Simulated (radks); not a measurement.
# Ce inside a hard spherical wall

An exercise on one series of results from a longer session: the logs are not shown, and one member is left open.

Program: radks (a radial shooting solver on a logarithmic mesh, Libxc functionals) version 1. Level of theory: scalar-relativistic Kohn-Sham, PBE, spin-unpolarised, spherical densities, finite nucleus. These are calculated values, not measurements, unless marked.

## The atom as given

```
element            : cerium (Z = 58)
charge             : 0
electrons          : 58
configuration      : [Xe] 4f1 5d1 6s2
nuclear rms radius : 4.8771 fm
```

The outer shells:

Ce
```
[Xe] core
4f [↑ ][  ][  ][  ][  ][  ][  ]
5d [↑ ][  ][  ][  ][  ]
6s [↑↓]
```

Set-up of the first run:

Settings of this run:

```text
Z 58
configuration [Xe] 4f1 5d1 6s2 6p0 7s0 5f0
relativity scalar-relativistic
functional pbe,pbe
spin unpolarised
nucleus finite rms 4.8771 fm
c 137.035999084
```

On the command line:

```sh
python run_ks.py task.json out
```

This one command runs every case of the session in turn.

Steps of the session up to this table: The free atom; Wall at 20 bohr; Wall at 15 bohr; Wall at 12 bohr; Wall at 10 bohr; Wall at 8 bohr; Wall at 6 bohr; Wall at 3 bohr; Wall at 2 bohr.

One table of the session follows, with a row left open; its other results are not shown here.

| R (bohr) | E − E(free) (eV) | ε(5d) (eV) | ε(6p, empty) (eV) | ε(7s, empty) (eV) | ε(5f, empty) (eV) |
| --- | --- | --- | --- | --- | --- |
| free | 0.000 | -3.060 | -1.348 | - | - |
| 20 | 0.000 | -3.059 | -1.348 | 0.013 | 1.231 |
| 15 | 0.001 | -3.057 | -1.334 | 0.378 | 1.876 |
| 12 | 0.014 | -3.022 | -1.242 | 1.241 | 2.738 |
| 10 | 0.100 | -2.883 | -0.963 | 2.820 | 3.866 |
| 8 | 0.654 | -2.348 | 0.046 | 6.882 | 6.145 |
| 6 | 4.238 | -0.484 | 4.009 | 19.185 | 11.738 |
| 3 | ? | ? | ? | ? | ? |
| 2 | 812.53 | 110.59 | 268.29 | 531.17 | 170.93 |

**Question.** Estimate the row for R (bohr) = 3.

Worked estimate for «E − E(free) (eV)». A straight line through the neighbours (6, 4.238) and (2, 812.53) gives 4.238 + (812.53 − 4.238) × (3 − 6) / (2 − 6) = 610.46; a parabola fitted to 3 rows on both sides gives 510.32.

As computed: E − E(free) (eV): 136.84; ε(5d) (eV): 25.916; ε(6p, empty) (eV): 71.531; ε(7s, empty) (eV): 166.87; ε(5f, empty) (eV): 61.284. In «E − E(free) (eV)» the line misses by +473.62 and the parabola by +373.48. Between these rows the values bend or scatter more than so simple an estimate can follow.

From R = 3 bohr inwards the highest occupied level lies above zero, pushed up by confinement. Shells are not refilled when levels cross, and a hard wall is a model, not a crystal.
